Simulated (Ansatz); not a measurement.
# C3H6BN: a ladder of functionals and wavefunction methods

One table from this session's results is given with a row withheld; the runs are named, their logs left out.

Computed with Ansatz 0.2.0, Gaussian basis. Level: functionals in def2-TZVPP, the program's frozen cores in correlated methods.

The runs, in order: LDA (SPW92), PBE-D4, revPBE-D4, BLYP-D4, r2SCAN-D4, B97M-V, PBE0-D4, B3LYP-D4, r2SCANh-D4, r2SCAN0-D4, HSE06-D4, BHLYP-D4, CAM-B3LYP-D4, LC-ωPBE, ωB97X-V, ωB97M-V, B2PLYP, PBE-QIDH; CCSD(T)/def2-SVP; MP2/def2-TZVPP; MP2/def2-QZVPP; RPA on PBE.

1 further run of the same task is left out (it didn't finish).

## The geometry

An earlier PBE0-D4 in a triple-zeta def2 set relaxation fixed the geometry.

SMILES `BNC#CC`, 11 atoms, charge 0, spin multiplicity 1.

Atoms are counted from 1 here; the program's logs count them from 0.

Bond lengths: B1–N2 1.402 Å, B1–H6 1.194 Å, B1–H7 1.192 Å, N2–C3 1.352 Å, N2–H8 1.011 Å, C3–C4 1.201 Å, C4–C5 1.451 Å, C5–H9 1.093 Å, C5–H10 1.093 Å, C5–H11 1.093 Å. Angles: N2–B1–H6 117.3°, N2–B1–H7 119.0°, H6–B1–H7 123.6°, B1–N2–C3 126.7°, B1–N2–H8 119.3°, C3–N2–H8 114.1°, N2–C3–C4 179.7°, C3–C4–C5 179.4°, C4–C5–H9 111.6°, C4–C5–H10 110.6°, C4–C5–H11 111.1°, H9–C5–H10 107.8°, H9–C5–H11 108.0°, H10–C5–H11 107.6°.

Geometry (Å):

```mol
C3H6BN
  3D, bonds by distance, orders not assigned

 11 10  0  0  0  0  0  0  0  0999 V2000
   -1.0578   -0.9969    2.1099 B   0  0
   -1.3011   -0.4813    0.8294 N   0  0
   -0.3777   -0.0239   -0.0453 C   0  0
    0.4377    0.3838   -0.8269 C   0  0
    1.4343    0.8743   -1.7598 C   0  0
   -2.0032   -1.3568    2.7448 H   0  0
    0.0645   -1.0541    2.5069 H   0  0
   -2.2513   -0.4319    0.4888 H   0  0
    1.6585    0.1354   -2.5337 H   0  0
    2.3667    1.1066   -1.2392 H   0  0
    1.0947    1.7880   -2.2542 H   0  0
  1  2  8  0
  2  3  8  0
  3  4  8  0
  4  5  8  0
  1  6  8  0
  1  7  8  0
  2  8  8  0
  5  9  8  0
  5 10  8  0
  5 11  8  0
M  END
```

The first run:

Input file in.yaml:

```yaml
crystal:
  periodic: [false, false, false]
  atoms:
    - {symbol: B, position_ang: [-1.057787, -0.996863, 2.109915]}
    - {symbol: N, position_ang: [-1.301140, -0.481348, 0.829393]}
    - {symbol: C, position_ang: [-0.377660, -0.023870, -0.045279]}
    - {symbol: C, position_ang: [0.437707, 0.383756, -0.826935]}
    - {symbol: C, position_ang: [1.434314, 0.874269, -1.759838]}
    - {symbol: H, position_ang: [-2.003196, -1.356825, 2.744776]}
    - {symbol: H, position_ang: [0.064508, -1.054134, 2.506915]}
    - {symbol: H, position_ang: [-2.251338, -0.431882, 0.488778]}
    - {symbol: H, position_ang: [1.658467, 0.135424, -2.533706]}
    - {symbol: H, position_ang: [2.366736, 1.106572, -1.239183]}
    - {symbol: H, position_ang: [1.094689, 1.788001, -2.254235]}
basis:
  gaussian: {orbitals: def2-TZVPP}
hamiltonian: {xc: lda}
output: {orbitals: {seedname: orbitals}}
```

The run is started by

```sh
$ ansatz run in.yaml --threads 2 --pin off --events-out ev --progress --plain --max-ram 4352MiB
```

Among the steps run: LDA; PBE-D4 (GGA); revPBE-D4 (GGA); BLYP-D4 (GGA); r2SCAN-D4 (meta-GGA); B97M-V (meta-GGA); PBE0-D4 (hybrid); B3LYP-D4 (hybrid); r2SCANh-D4 (hybrid); r2SCAN0-D4 (hybrid); HSE06-D4 (hybrid); BHLYP-D4 (hybrid); CAM-B3LYP-D4 (range-separated); LC-ωPBE (range-separated); ωB97X-V (range-separated); ωB97M-V (range-separated); B2PLYP (double hybrid); PBE-QIDH (double hybrid).

One of the session's tables, all rows but one given; the rest of the session is left out.

It belongs to the step «Orbital energies across the functionals». 

```
  functional  HOMO (eV)  gap (eV)
 LDA (SPW92)      -5.83      4.18
      PBE-D4      -5.65      4.24
   revPBE-D4      -5.58      4.26
     BLYP-D4      -5.49      4.22
   r2SCAN-D4      -5.78      4.71
      B97M-V      -5.81      4.65
     PBE0-D4      -6.74      6.26
    B3LYP-D4      -6.52      5.82
  r2SCANh-D4          ?         ?
  r2SCAN0-D4      -6.84      6.57
    HSE06-D4      -6.34      5.49
    BHLYP-D4      -7.71      8.19
CAM-B3LYP-D4      -8.02      8.58
     LC-ωPBE      -9.37     11.09
     ωB97X-V      -8.99     10.61
     ωB97M-V      -8.90     10.28
```

Q: Estimate the row for r2SCANh-D4 from the others.

Worked estimate for «HOMO (eV)». Against the share of exact exchange, r2SCAN-D4 (0, -5.78), r2SCAN0-D4 (0.25, -6.84) give a slope of -4.24 per unit share; at 0.1 the line stands at -6.20.

The run gave: HOMO (eV): -6.20; gap (eV): 5.46. In «HOMO (eV)» the line misses by 0.00.
